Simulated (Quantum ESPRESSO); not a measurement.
Cu:

```
Cu
1.0
     0.00000    1.80745    1.80745
     1.80745    0.00000    1.80745
     1.80745    1.80745    0.00000
Cu
1
Cartesian
  0.0000 0.0000 0.0000
```

Base run:

```yaml
Program: Quantum ESPRESSO 7.5
Functional: PBE
Potentials_or_basis: SSSP 1.3 efficiency PBE
Cutoff: 748 eV
Density_cutoff: 5987 eV
k_mesh: 16 × 16 × 16
Occupations: fermi-dirac, width 0.05 eV
Spin: no spin polarisation
```

Its results: band gap on the k mesh none (metal or under the smearing width); pressure 1.4 GPa.

Q: The run is repeated on the same cell with these changes: hubbard terms from none to Cu d U = 2 eV. What comes out?

A: Band gap on the k mesh none (metal or under the smearing width); pressure 3.4 GPa.

Caveats: U without spin polarisation on a metal has little footing (some runs); the U is typed as a test and isn't derived for this compound (some runs).

Not every run made on this cell is shown here.
